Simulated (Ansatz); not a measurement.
Runs of Ansatz 0.2.0 on NbTe. It takes space group P-6m2 (No. 187, hexagonal). Conventional cell: a = 3.703 Å, b = 3.703 Å, c = 3.694 Å, α = 90.00°, β = 90.00°, γ = 120.00°. Te (site symmetry -6m2) is surrounded by 6 Nb at 2.83 Å. Nb (site symmetry -6m2) is surrounded by 6 Te at 2.83 Å. The cell comes from a database or a generator and needn't be the stable form of this composition.

| potentials or basis | cutoff (eV) | V0 of scaled cells (Å³/atom) | B0 (GPa) |
| --- | --- | --- | --- |
| PseudoDojo standard | 1120 | 21.82 | 122 |
| Ansatz PAW earlier set | 770 | 21.82 | 122 |
| JTH PAW | 1170 | (a) | 122 |
| PseudoDojo stringent | 1450 | 21.83 | 121 |
| SPMS NC | 762 | 21.88 | 122 |
| Ansatz NC | 1120 | 21.83 | 122 |
| Ansatz PAW | 420 | 21.82 | 122 |
| Ansatz PAW earlier set | 708 | 21.82 | 122 |

Alike in all rows: task equation of state; level PBE; no spin polarisation; cell as given; k mesh 8 × 8 × 7; smearing fermi-dirac 0.05 eV.

**Question.** Fill in the values left out.

**Answer.** (a) 21.96.

Caveats: the cell was scaled at fixed shape and fractional positions, which overstates the stiffness of a crystal with free parameters, most of all of layers and chains.
